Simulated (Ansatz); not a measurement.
**revPBE/cc-pVDZ run of C2H2F4 (norflurane)**

What is the electronic atomisation energy of C2H2F4 (norflurane) at revPBE/cc-pVDZ? 

The calculation is run with Ansatz 0.2.0.

46 further runs of the same task are left out: 1 that didn't finish, 45 set aside as unsound or not needed.

## (1) The structure to begin with

The species is C2H2F4 (8 atoms), meant as a singlet with charge 0. As SMILES, `FCC(F)(F)F`. Geometry: relaxed at PBE0-D4/def2-TZVP.

Bond lengths: F1–C2 1.364 Å, C2–C3 1.514 Å, C3–F4 1.332 Å, C3–F5 1.339 Å, C3–F6 1.332 Å, C2–H7 1.092 Å, C2–H8 1.092 Å. Some angles: F1–C2–C3 109.8°, C2–C3–F4 111.9°, C2–C3–F5 108.9°, C2–C3–F6 111.9°, F4–C3–F5 108.1°, F4–C3–F6 107.9°, F5–C3–F6 108.1°, F1–C2–H7 109.7°, F1–C2–H8 109.7°, C3–C2–H7 108.6°.

## (2) A single-point energy at revPBE/cc-pVDZ

Contents of molecule.yaml:

```yaml
crystal:
  periodic: [false, false, false]
  atoms:
    - {symbol: F, position_ang: [-0.224600, -1.506500, 0.915200]}
    - {symbol: C, position_ang: [-0.211200, -0.737800, -0.211700]}
    - {symbol: C, position_ang: [0.211200, 0.674300, 0.135500]}
    - {symbol: F, position_ang: [1.434400, 0.711300, 0.662400]}
    - {symbol: F, position_ang: [0.217100, 1.411800, -0.982100]}
    - {symbol: F, position_ang: [-0.624600, 1.243600, 1.002900]}
    - {symbol: H, position_ang: [0.502000, -1.148600, -0.930100]}
    - {symbol: H, position_ang: [-1.212300, -0.705100, -0.647900]}
basis:
  gaussian: {orbitals: cc-pVDZ}
total_charge: 0
hamiltonian: {xc: {name: revPBE}}
accuracy: high
output: {orbitals: {seedname: orbitals}}
```

On the command line:

```console
$ ansatz run molecule.yaml --threads 1 --pin off --max-ram 3480MiB --events-out events.jsonl --progress --plain --runs-dir runs
```

What it wrote:

```text
Warning: RAYON_NUM_THREADS=1 ignored (pool sized by the plan → 1); use --threads N
Functional definition: revPBE
  name "revPBE"
  parameter kappa = 1.245
  parameter beta = 0.06672455060314922
  exchange = pbe_x(kappa = kappa, mu = beta*pi^2/3)
  correlation = pbe_c(beta = beta)
2143 factors; integrals over basis functions are off by at most 2.6e-9 eV
mean field evaluation 1: about -12967.1703 eV, gradient 4.2e1 eV
mean field evaluation 2: about -12965.0950 eV, gradient 5.5e1 eV
mean field evaluation 4: about -12970.1627 eV, gradient 2.4e0 eV
mean field evaluation 8: about -12970.1666 eV, gradient 2.2e-1 eV
mean field evaluation 16: about -12970.1667 eV, gradient 1.1e-5 eV
mean field -12970.16667428 eV, -476.6448337851 hartree, gradient 2.4e-8 eV, S^2 0.000000; 0 other end points of the search recorded, 0 dependent functions left out
reference -12970.16667686 eV, -476.6448338797 hartree; 25, 25 occupied and 69, 69 virtual orbitals, 2143 factors
Total energy: -12970.16667686 eV, -476.6448338797 hartree
```

It took 8.1 s on 1 thread of Arm Neoverse V1, shared host; peak memory 0.25 GiB.

## (3) The C atom, same level

Contents of run.yaml:

```yaml
crystal:
  periodic: [false, false, false]
  atoms:
    - {symbol: C, position_ang: [0.000000, 0.000000, 0.000000]}
basis:
  gaussian:
    orbitals: cc-pVDZ
magnetization:
  spin_polarized: true
  initial_magnetization: 2
hamiltonian:
  xc: {name: revPBE}
accuracy: high
```

Run the same way, it converges to -37.83850 Eh (log not shown).

## (4) The F atom, same level

Contents of job.yaml:

```yaml
crystal:
  periodic: [false, false, false]
  atoms:
    - symbol: F
      position_ang: [0.000000, 0.000000, 0.000000]
basis:
  gaussian:
    orbitals: cc-pVDZ
magnetization:
  spin_polarized: true
  initial_magnetization: 1
hamiltonian:
  xc: {name: revPBE}
accuracy: high
```

Run the same way, it converges to -99.69102 Eh (log not shown).

## (5) The H atom, same level

Contents of molecule.yaml:

```yaml
crystal:
  periodic: [false, false, false]
  atoms:
    - {symbol: H, position_ang: [0.000000, 0.000000, 0.000000]}
basis:
  gaussian:
    orbitals: cc-pVDZ
magnetization:
  spin_polarized: true
  initial_magnetization: 1
hamiltonian:
  xc: {name: revPBE}
accuracy: high
```

Run the same way, it converges to -0.50319 Eh (log not shown).

## (6) What came out

Level: revPBE/cc-pVDZ.

| quantity | value |
| --- | --- |
| molecule: total energy | -476.64483 Eh |
| molecule: HOMO energy | -8.04 eV |
| molecule: LUMO energy | 1.02 eV |
| molecule: HOMO–LUMO gap | 9.06 eV |
| C atom: total energy | -37.83850 Eh |
| C atom: ⟨S²⟩ | 2.002 |
| F atom: total energy | -99.69102 Eh |
| F atom: ⟨S²⟩ | 0.751 |
| H atom: total energy | -0.50319 Eh |
| H atom: ⟨S²⟩ | 0.750 |
| electronic atomisation energy | 32.582 eV |

What this shows: Taking the molecule apart into free atoms costs 32.58 eV (3144 kJ/mol), before zero-point energy and without spin-orbit coupling.
